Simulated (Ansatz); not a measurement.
C in Ansatz: the effect of exact exchange

The system is C.

```
C
1.0
     2.61972    0.00000    0.00000
     0.00000    2.61972    0.00000
     0.00000    0.00000    2.61972
C
3
Direct
  0.00000 0.50000 0.50000
  0.50000 0.00000 0.50000
  0.50000 0.50000 0.00000
```

The cell was built by a generator and needn't be a form met in nature.

Alike in all runs:

```yaml
Program: Ansatz 0.2.0
Task: single point
Functional: HSE06 form with a typed share of exact exchange
Potentials_or_basis: Ansatz PAW
Cutoff: "420 eV (not typed: the program's choice for these potentials)"
k_mesh: 5 × 5 × 5
Occupations: fermi-dirac, width 0.05 eV
Spin: no spin polarisation
```

```tsv
exact exchange	pressure (GPa)
0.05	5.1
0.1	3.3
0.15	1.4
0.2	-0.4
0.25	-2.2
0.3	?
0.4	-7.6
0.5	-11.2
```

What does the run with exact exchange 0.3 give?

Pressure -4.1 GPa.

Worked out: A straight line through the other rows of the pressure, of slope -36.2 GPa per unit of exact exchange, gives -4.0 GPa, against the run's -4.1.

Caveats: all runs use coarse meshes; the PAW data sets come from PBE, with cores solved anew for the run's functional, which leaves a small shift of forces and pressure; the thresholds are loose for stress.
